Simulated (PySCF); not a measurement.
# SrBi+: from the state search to spectroscopic constants

One job finds the state of SrBi+, follows it along the bond with each method and fits the curves.

The runs use PySCF 2.14.0; Sr def2-SVP with ECP28, Bi def2-SVP with ECP60, scalar-relativistic core potentials.

## Step 1: Input

A driver script around PySCF takes these settings:

```yaml
atoms: Sr, Bi
charge: 1
basis: Sr def2-SVP with ECP28, Bi def2-SVP with ECP60
Hamiltonian: scalar-relativistic core potentials
basis_functions: 49
electrons_treated: 32
masses_in_u: 87.9056, 208.9804
levels: PBE0, PBE, r²SCAN, B97-3, B3LYP, M06-L, HF, MP2, SCS-MP2, CCSD, CCSD(T)
grid: 80 radial by 434 angular points
occupations: held fixed by the projection of orbital angular momentum
dissociation_limit: Sr+ + Bi, each in its ground configuration
starting_distance_in_angstrom: 3.270
values_of_2S_to_try: 0, 2, 4
```

Run with:

```bash
$ OMP_NUM_THREADS=1 python dia.py task.json out
```

After this run come: PBE0 along the bond; Higher solutions at PBE0; PBE (GGA); r²SCAN; B97-3; B3LYP; M06-L (meta-GGA); ROHF (mean field); Adding correlation.

Q: Predict the outcome of this session. Wanted: for each run, Re; ωe; De; μ.

**Answer**, as computed:

Lowest PBE0 solution found, without spin–orbit coupling: ³Σ⁻ (triplet), unpaired electrons π ↑↑. State 2 has its PBE0 minimum 0.30 eV higher, as a spin-mixed determinant (⟨S²⟩ = 1.00), so this is no gap between pure states. State 3 has its PBE0 minimum 0.93 eV higher. State 4 has its PBE0 minimum 1.07 eV higher. The other levels ran on the lowest alone.

```tsv
level	Re (Å)	ωe (cm⁻¹)	De (eV)	μ (D)
ROHF	3.289	129.7	0.003	-14.95
ROHF-MP2	3.267	129.2	0.64	n/a
ROHF-SCS-MP2	3.285	125.3	0.63	n/a
ROHF-CCSD	3.321	113.3	0.72	n/a
ROHF-CCSD(T)	3.332	110.9	0.81	n/a
PBE	3.223	129.8	1.45	-11.47
r²SCAN	3.218	131.9	1.22	-12.60
M06-L	3.213	139.0	1.84	-12.99
B3LYP	3.240	127.7	1.29	-11.97
PBE0	3.211	132.1	1.26	-12.40
B97-3	3.240	125.1	1.40	-12.16
```

De is counted to Sr+ + Bi in their ground configurations. A positive dipole points from Sr to Bi; in an ion it is taken about the centre of mass and does not tell which atom is negative.

The methods spread over 0.121 Å in bond length, from PBE0 to ROHF-CCSD(T). Of the levels with a De here, ROHF gives the least (0.003 eV) and M06-L the most (1.84 eV).

Correlated steps freeze 4 core orbitals. Spin–orbit coupling is left out, which matters for elements this heavy, above all for dissociation energies. T1 is 0.038 near the minimum (highest on the curve 0.057), which may point to more than one leading configuration. With spin–orbit coupling the term label itself may not hold.
